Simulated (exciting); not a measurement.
# DyAl (Pm-3m) in exciting: reference runs

How does DyAl come out in PBEsol? The cell is run as given.

All numbers are computed with exciting (release sodium); they aren't measurements. Logs are shortened: lines on timing, memory, paths and dates and some standing lists are left out, and cuts for length are marked.

**1. Starting point**

It takes space group Pm-3m (No. 221, cubic). Conventional cell: a = 3.584 Å, b = 3.584 Å, c = 3.584 Å, α = 90.00°, β = 90.00°, γ = 90.00°. Around Dy (site symmetry m-3m) lie 8 Al at 3.10 Å. Al (site symmetry m-3m) is surrounded by 8 Dy at 3.10 Å.

The cell comes from a database or a generator and needn't be the stable form of this composition.

**2. Single point, PBEsol, collinear spin, ferromagnetic start**

Input file input.xml:

```xml
<input>
  <title>DyAl</title>
  <structure speciespath="./" tshift="false">
    <crystal scale="1">
      <basevect>6.771953376233 0.000000000000 0.000000000000</basevect>
      <basevect>0.000000000000 6.771953376233 0.000000000000</basevect>
      <basevect>0.000000000000 0.000000000000 6.771953376233</basevect>
    </crystal>
    <species speciesfile="Dy.xml" rmt="2.3">
      <atom coord="0.500000000000 0.500000000000 0.500000000000" bfcmt="0 0 -8"/>
    </species>
    <species speciesfile="Al.xml" rmt="2">
      <atom coord="0.000000000000 0.000000000000 0.000000000000" bfcmt="0 0 0"/>
    </species>
  </structure>
  <groundstate do="fromscratch" ngridk="8 8 8" rgkmax="8.3" gmaxvr="14" lmaxapw="10" lmaxmat="10" lmaxvr="8" xctype="GGA_PBE_SOL" stype="Fermi Dirac" swidth="0.00183747" nempty="26" ValenceRelativity="iora*" epsengy="1e-05" epspot="1e-05" maxscl="90" tforce="true" outputlevel="normal">
    <spin reducebf="0.5"/>
  </groundstate>
</input>
```

Potentials or basis: all-electron LAPW+lo, shipped species files, valence relativity iora*.

On the command line:

```
$ OMP_NUM_THREADS=1 exciting_smp
```

INFO.OUT:

```text
================================================================================
EXCITING SODIUM started
[... 10 lines left out ...]

 Lattice vectors (cartesian) :
      6.7719533762      0.0000000000      0.0000000000
      0.0000000000      6.7719533762      0.0000000000
      0.0000000000      0.0000000000      6.7719533762

 Reciprocal lattice vectors (cartesian) :
      0.9278246553      0.0000000000      0.0000000000
      0.0000000000      0.9278246553      0.0000000000
      0.0000000000      0.0000000000      0.9278246553

 Unit cell volume                           :     310.5573971965
 Brillouin zone volume                      :       0.7987258255

 Species :    1 (Dy)
     parameters loaded from                 :    Dy.xml
     name                                   :    dysprosium
     nuclear charge                         :     -66.00000000
     electronic charge                      :      66.00000000
     atomic mass                            :  296219.37880000
     muffin-tin radius                      :       2.30000000
     # of radial points in muffin-tin       :     450

     atomic positions (lattice) :
       1 :   0.50000000  0.50000000  0.50000000

     magnetic fields (cartesian) :
       1 :   0.00000000  0.00000000 -8.00000000

 Species :    2 (Al)
     parameters loaded from                 :    Al.xml
     name                                   :    aluminium
     nuclear charge                         :     -13.00000000
     electronic charge                      :      13.00000000
     atomic mass                            :   49184.33493000
     muffin-tin radius                      :       2.00000000
     # of radial points in muffin-tin       :     300

     atomic positions (lattice) :
       1 :   0.00000000  0.00000000  0.00000000

     magnetic fields (cartesian) :
       1 :   0.00000000  0.00000000  0.00000000

 Total number of atoms per unit cell        :       2

 Spin treatment                             :    spin-polarised
 Global magnetic field (cartesian) :        0.00000000   0.00000000   0.00000000
 collinear magnetisation in z-direction

 Number of Bravais lattice symmetries       :      48
 Number of crystal symmetries               :      48

 k-point grid                               :       8    8    8
 Total number of k-points                   :      35
 k-point set is reduced with crystal symmetries

 R^MT_min * |G+k|_max (rgkmax)              :       8.30000000
 Species with R^MT_min                      :       2 (Al)
 Maximum |G+k| for APW functions            :       4.15000000
 Maximum |G| for potential and density      :      14.00000000

 G-vector grid sizes                        :      32    32    32
 Total number of G-vectors                  :   14363

 Maximum angular momentum used for
     APW functions                          :      10
     computing H and O matrix elements      :      10
     potential and density                  :       8
     inner part of muffin-tin               :       2

 Total nuclear charge                       :     -79.00000000
 Total electronic charge                    :      79.00000000
 Total core charge                          :      50.00000000
 Total valence charge                       :      29.00000000

 Number of empty states                     :      26
 Total number of valence states             :      82

 Maximum Hamiltonian size                   :     416
 Maximum number of plane-waves              :     389
 Total number of local-orbitals             :      27

 Exchange-correlation type                  :      22
     PBEsol, Phys. Rev. Lett. 100, 136406 (2008)
     Generalised gradient approximation (GGA)

[... 20 lines left out ...]
+ SCF iteration number :    1                                                  +
++++++++++++++++++++++++++++++++++++++++++++++++++++++++++++++++++++++++++++++++
 Total energy                               :    -12176.35353312
 _______________________________________________________________
 Fermi energy                               :         0.37619817
 Kinetic energy                             :     13723.41041410
 Coulomb energy                             :    -25627.01137981
 Exchange energy                            :      -267.95931428
 Correlation energy                         :        -4.79325314
 No external B-field energy in total energy

 DOS at Fermi energy (states/Ha/cell)       :       218.66483016

 Electron charges :
     core                                   :        50.00000000
     core leakage                           :         0.00154798
     valence                                :        29.00000000
     interstitial                           :         7.55311509
     charge in muffin-tin spheres :
                  atom     1    Dy          :        60.13560946
                  atom     2    Al          :        11.31127545
     total charge in muffin-tins            :        71.44688491
     total charge                           :        79.00000000

 Moments :
     interstitial                           :         0.27025591
     moment in muffin-tin spheres :
                  atom     1    Dy          :         5.45450017
                  atom     2    Al          :        -0.03284074
     total moment in muffin-tins            :         5.42165943
     total moment                           :         5.69191534
[... 319 lines left out ...]
 Electron charges :
     core                                   :        50.00000000
     core leakage                           :         0.00149748
     valence                                :        29.00000000
     interstitial                           :         4.93989965
     charge in muffin-tin spheres :
                  atom     1    Dy          :        63.19585482
                  atom     2    Al          :        10.86424553
     total charge in muffin-tins            :        74.06010035
     total charge                           :        79.00000000

 Moments :
     interstitial                           :         0.08459611
     moment in muffin-tin spheres :
                  atom     1    Dy          :         4.63768732
                  atom     2    Al          :        -0.02532883
     total moment in muffin-tins            :         4.61235849
     total moment                           :         4.69695460

 RMS change in effective potential (target) :  0.137083E-02  ( 0.100000E-04)
 Absolute change in total energy   (target) :  0.323527      ( 0.100000E-04)
 Charge distance                   (target) :  0.187015E-03  ( 0.100000E-04)
 Abs. change in max-nonIBS-force   (target) :   0.00000      ( 0.500000E-04)

++++++++++++++++++++++++++++++++++++++++++++++++++++++++++++++++++++++++++++++++
[... 43 further cycles ...]
+ SCF iteration number :   54                                                  +
++++++++++++++++++++++++++++++++++++++++++++++++++++++++++++++++++++++++++++++++
 Total energy                               :    -12406.75185230
 _______________________________________________________________
 Fermi energy                               :         0.28900782
 Kinetic energy                             :     13585.67319646
 Coulomb energy                             :    -25713.76426405
 Exchange energy                            :      -273.78115726
 Correlation energy                         :        -4.87962744
 No external B-field energy in total energy

 DOS at Fermi energy (states/Ha/cell)       :       387.52447823

 Electron charges :
     core                                   :        50.00000000
     core leakage                           :         0.00149738
     valence                                :        29.00000000
     interstitial                           :         4.94448544
     charge in muffin-tin spheres :
                  atom     1    Dy          :        63.19063280
                  atom     2    Al          :        10.86488176
     total charge in muffin-tins            :        74.05551456
     total charge                           :        79.00000000

 Moments :
     interstitial                           :         0.08352243
     moment in muffin-tin spheres :
                  atom     1    Dy          :         4.64270631
                  atom     2    Al          :        -0.02556408
     total moment in muffin-tins            :         4.61714223
     total moment                           :         4.70066466
[... 324 lines left out ...]
 Electron charges :
     core                                   :        50.00000000
     core leakage                           :         0.00149738
     valence                                :        29.00000000
     interstitial                           :         4.94448563
     charge in muffin-tin spheres :
                  atom     1    Dy          :        63.19063258
                  atom     2    Al          :        10.86488179
     total charge in muffin-tins            :        74.05551437
     total charge                           :        79.00000000

 Moments :
     interstitial                           :         0.08352245
     moment in muffin-tin spheres :
                  atom     1    Dy          :         4.64270657
                  atom     2    Al          :        -0.02556408
     total moment in muffin-tins            :         4.61714249
     total moment                           :         4.70066494

 RMS change in effective potential (target) :  0.854100E-08  ( 0.100000E-04)
 Absolute change in total energy   (target) :  0.808805E-05  ( 0.100000E-04)
 Charge distance                   (target) :  0.322489E-08  ( 0.100000E-04)
 Abs. change in max-nonIBS-force   (target) :   0.00000      ( 0.500000E-04)

++++++++++++++++++++++++++++++++++++++++++++++++++++++++++++++++++++++++++++++++
| Convergency criteria checked for the last 2 iterations                       +
| Convergence targets achieved. Performing final SCF iteration                 +
++++++++++++++++++++++++++++++++++++++++++++++++++++++++++++++++++++++++++++++++
 Total energy                               :    -12406.75184340
 _______________________________________________________________
 Fermi energy                               :         0.28900782
 Kinetic energy                             :     13585.67320204
 Coulomb energy                             :    -25713.76426096
 Exchange energy                            :      -273.78115703
 Correlation energy                         :        -4.87962744
 No external B-field energy in total energy

 DOS at Fermi energy (states/Ha/cell)       :       387.52447270

 Electron charges :
     core                                   :        50.00000000
     core leakage                           :         0.00149738
     valence                                :        29.00000000
     interstitial                           :         4.94448556
     charge in muffin-tin spheres :
                  atom     1    Dy          :        63.19063266
                  atom     2    Al          :        10.86488178
     total charge in muffin-tins            :        74.05551444
     total charge                           :        79.00000000

 Moments :
     interstitial                           :         0.08352244
     moment in muffin-tin spheres :
                  atom     1    Dy          :         4.64270647
                  atom     2    Al          :        -0.02556408
     total moment in muffin-tins            :         4.61714239
     total moment                           :         4.70066483

++++++++++++++++++++++++++++++++++++++++++++++++++++++++++++++++++++++++++++++++
+ Self-consistent loop stopped                                                 +
++++++++++++++++++++++++++++++++++++++++++++++++++++++++++++++++++++++++++++++++
 STATE.OUT is written

--------------------------------------------------------------------------------
- Writing atomic positions and forces                                          -
--------------------------------------------------------------------------------

 Atomic positions (lattice) :
 atom     1  Dy  :     0.50000000    0.50000000    0.50000000
 atom     2  Al  :     0.00000000    0.00000000    0.00000000

 Total atomic forces including IBS (cartesian) :
 atom     1  Dy  :    -0.00000000   -0.00000000    0.00000000
 atom     2  Al  :     0.00000000    0.00000000    0.00000000

 Atomic force components including IBS (cartesian) :
 atom     1  Dy  :     0.00000000    0.00000000    0.00000000   HF force
                 :     0.00000000    0.00000000    0.00000000   core correction
                 :     0.00000000    0.00000000    0.00000000   IBS correction
 atom     2  Al  :    -0.00000000    0.00000000    0.00000000   HF force
                 :    -0.00000000    0.00000000    0.00000000   core correction
                 :     0.00000000   -0.00000000    0.00000000   IBS correction

********************************************************************************
[... 7 lines left out ...]
| EXCITING SODIUM stopped                                                      =
================================================================================
```

It took 12 min on 1 thread of Arm Neoverse V1, shared host; peak memory 0.18 GiB.

Results:

- Free energy: -337605.0200 eV
- Band gap on the k mesh: none (metal or under the smearing width)
- Net moment: 4.70 μB per cell
- Site moments: Dy +4.64; Al -0.03 μB
- All electrons inside the program's atomic spheres: Dy 63.19; Al 10.86 (radii Dy 2.3, Al 2.0 bohr)

Caveat: the magnetic or orbital state may not be the lowest; the log's total energy holds no entropy term; the free energy is that total less TS from the occupations; spin-orbit coupling is left out, which moves the levels of the heavy elements; without U or exact exchange the open f shell lies at the Fermi level, which spoils levels, moments and volumes.
